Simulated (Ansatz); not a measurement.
# CH4GeS: the cost of one run

The runs use Ansatz 0.2.0, Gaussian basis; the settings change from run to run.

## Step 1: The molecule

An earlier PBE0-D4 in a triple-zeta def2 set relaxation fixed the geometry.

SMILES `S=[CH][GeH3]`, 7 atoms, charge 0, spin multiplicity 1.

Atoms are counted from 1 here; the program's logs count them from 0.

Bond lengths: S1–C2 1.607 Å, C2–Ge3 1.962 Å, C2–H4 1.094 Å, Ge3–H5 1.539 Å, Ge3–H6 1.539 Å, Ge3–H7 1.530 Å. Angles: S1–C2–Ge3 124.3°, S1–C2–H4 119.0°, Ge3–C2–H4 116.6°, C2–Ge3–H5 108.7°, C2–Ge3–H6 108.7°, C2–Ge3–H7 108.6°, H5–Ge3–H6 108.4°, H5–Ge3–H7 111.2°, H6–Ge3–H7 111.2°.

## Step 2: RPA/aug-cc-pVDZ

Options: relativity set to none, correlated electrons set to outside_noble_gas.

in.yaml reads:

```yaml
crystal:
  periodic: [false, false, false]
  atoms:
    - {symbol: S, position_ang: [0.113391, -2.333919, 0.621455]}
    - {symbol: C, position_ang: [-0.561651, -0.986623, 0.064683]}
    - {symbol: Ge, position_ang: [0.366374, 0.736058, -0.085325]}
    - {symbol: H, position_ang: [-1.607196, -1.010197, -0.257201]}
    - {symbol: H, position_ang: [0.334105, 1.187141, -1.556243]}
    - {symbol: H, position_ang: [-0.388401, 1.777984, 0.758936]}
    - {symbol: H, position_ang: [1.804577, 0.561457, 0.407995]}
basis:
  gaussian: {orbitals: aug-cc-pVDZ}
hamiltonian: {xc: {name: HF}, pseudopotentials: {relativity: none}}
correlation: {method: rpa, electrons: outside_noble_gas}
```

Run with:

```
$ ansatz run in.yaml --threads 2 --pin off --events-out ev --progress --plain --max-ram 4352MiB
```

**Question.** How long does this run take on 2 threads of Arm Neoverse V1, shared host, and how much memory does it need?

About 3.2 s, with a peak of 0.36 GiB.
